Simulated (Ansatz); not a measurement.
# CH₄BO₂ radical: geometry optimisation

What shape does CH₄BO₂ radical take? The plan is to relax it.

Computed with Ansatz 0.2.0, Gaussian basis. Level: UKS PBE0-D4/def2-TZVP.

Levels to be run: relaxation at PBE0-D4/def2-TZVP.

1 further run of the same task is left out (set aside as unsound or not needed).

### 1 Where the work starts

8 atoms, charge 0, spin multiplicity 2.

Atoms are counted from 1 here; the program's logs count them from 0.

Bond lengths: C1–O2 1.401 Å, C1–H5 1.094 Å, C1–H6 1.093 Å, C1–H7 1.093 Å, O2–B3 1.361 Å, B3–O4 1.342 Å, O4–H8 0.965 Å. Angles: O2–C1–H5 111.8°, O2–C1–H6 109.0°, O2–C1–H7 108.8°, H5–C1–H6 109.1°, H5–C1–H7 109.2°, H6–C1–H7 109.0°, C1–O2–B3 127.2°, O2–B3–O4 118.7°, B3–O4–H8 116.9°.

The start is a GFN2-xTB geometry.

### 2 Relaxation at PBE0-D4/def2-TZVP

Contents of in.yaml:

```yaml
crystal:
  periodic: [false, false, false]
  atoms:
    - {symbol: C, position_ang: [-0.737780, 0.677510, 0.767620]}
    - {symbol: O, position_ang: [-0.103000, -0.021710, -0.267110]}
    - {symbol: B, position_ang: [1.075000, -0.699070, -0.200280]}
    - {symbol: O, position_ang: [1.528230, -1.314040, -1.303160]}
    - {symbol: H, position_ang: [-0.140950, 0.676950, 1.684350]}
    - {symbol: H, position_ang: [-1.705440, 0.210830, 0.970540]}
    - {symbol: H, position_ang: [-0.901740, 1.709490, 0.445860]}
    - {symbol: H, position_ang: [0.985680, -1.239980, -2.097820]}
basis:
  gaussian: {orbitals: def2-TZVP}
magnetization: {spin_polarized: true, initial_magnetization: 1}
hamiltonian: {xc: pbe0, dispersion: d4}
relax: {f_tol: 0.005, max_steps: 150}
```

Launch:

```console
ansatz run in.yaml --threads 2 --pin off --events-out ev --progress --plain --max-ram 32768MiB --backend cpu
```

Before running them: what should the planned runs give, taken together? Wanted: point group; shift from the start; total energy; dispersion term; dipole moment.

**Answer**, as computed:

| quantity | value |
| --- | --- |
| point group | Cs |
| steps | 6 |
| shift from the start (rms) | 0.063 Å |
| total energy | -5868.7376 eV |
| dispersion term | -85 meV |
| dipole moment | 2.05 D |

What this shows: The atoms moved 0.06 Å (rms) from the start; the bond that changed most is O2–B3, from 1.361 to 1.345 Å. No vibrations were run, so it is not proven to be a minimum. The largest Mulliken charge, -0.39 e, sits on O4.
